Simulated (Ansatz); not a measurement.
# WF+ (quintet): from Hartree-Fock to the top rungs, def2-TZVPP

An exercise on one series of results from a longer session: the logs are not shown, and one member is left open.

Method: def2-TZVPP, core rule «outside noble gas», up to 5 orbitals frozen; program: Ansatz 0.2.0, Gaussian basis.

To be run: UHF; CCSD(T) on ROHF; CCSD(T) on UHF; CCSDT(Q) on ROHF; CCSDT(Q) on UHF; CASSCF and MRCISD+Q, 12 electrons in 10 orbitals; CASSCF and NEVPT2, 12 electrons in 10 orbitals.

7 further runs of the same task are left out: 4 for a known fault of the program, 3 set aside as unsound or not needed.

## The geometry

The geometry is a PBE0/def2-TZVP stationary point (not a proven minimum). No spin-orbit coupling is included. Elements past krypton take def2 core potentials.

2 atoms, charge 1, spin multiplicity 5.

Atoms are counted from 1 here; the program's logs count them from 0.

Bond lengths: W1–F2 1.786 Å.

Set-up of the first run:

File in.yaml:

```yaml
crystal:
  periodic: [false, false, false]
  atoms:
    - {symbol: W, position_ang: [0.000000, 0.000000, 0.000000]}
    - {symbol: F, position_ang: [0.000000, 0.000000, 1.786200]}
basis:
  gaussian: {orbitals: def2-TZVPP}
total_charge: 1
magnetization: {spin_polarized: true, initial_magnetization: 4}
hamiltonian: {xc: hf}
output: {orbitals: {seedname: orbitals}}
```

Started as:

```bash
$ ansatz run in.yaml --threads 1 --pin off --events-out ev --progress --plain --max-ram 4096MiB --backend cpu
```

Among the steps run: UHF; CCSD(T) on ROHF; CCSD(T) on UHF; CCSDT(Q) on ROHF; CCSDT(Q) on UHF; CASSCF and MRCISD+Q, 12 electrons in 10 orbitals; CASSCF and NEVPT2, 12 electrons in 10 orbitals.

One table of the session follows, with a row left open; its other results are not shown here.

| method | from RCCSDT(Q) (meV) |
| --- | --- |
| ROHF | +9624.4 |
| UHF | +9451.7 |
| RMP2 | ? |
| UMP2 | +310.1 |
| RCCSD | +374.5 |
| UCCSD | +259.2 |
| RCCSD(T) | +12.0 |
| UCCSD(T) | -101.9 |
| RCCSDT | -0.6 |
| UCCSDT | -114.1 |
| RCCSDT(Q) | 0 |
| UCCSDT(Q) | -132.5 |
| CASSCF valence | +7814.3 |
| NEVPT2 valence | +1246.5 |
| MRCISD valence | +537.5 |
| MRCISD+Q valence | +98.6 |

Estimate the missing values for RMP2.

**Answer.** from RCCSDT(Q) (meV): +446.9. In the column «from RCCSDT(Q) (meV)» it lies between RCCSD (+374.5) and MRCISD valence (+537.5).

Limits of these values: Restricted and unrestricted rows rest on different reference determinants; where their highest levels disagree by more than a few hundredths of an eV, they describe different states and don't form one ladder.
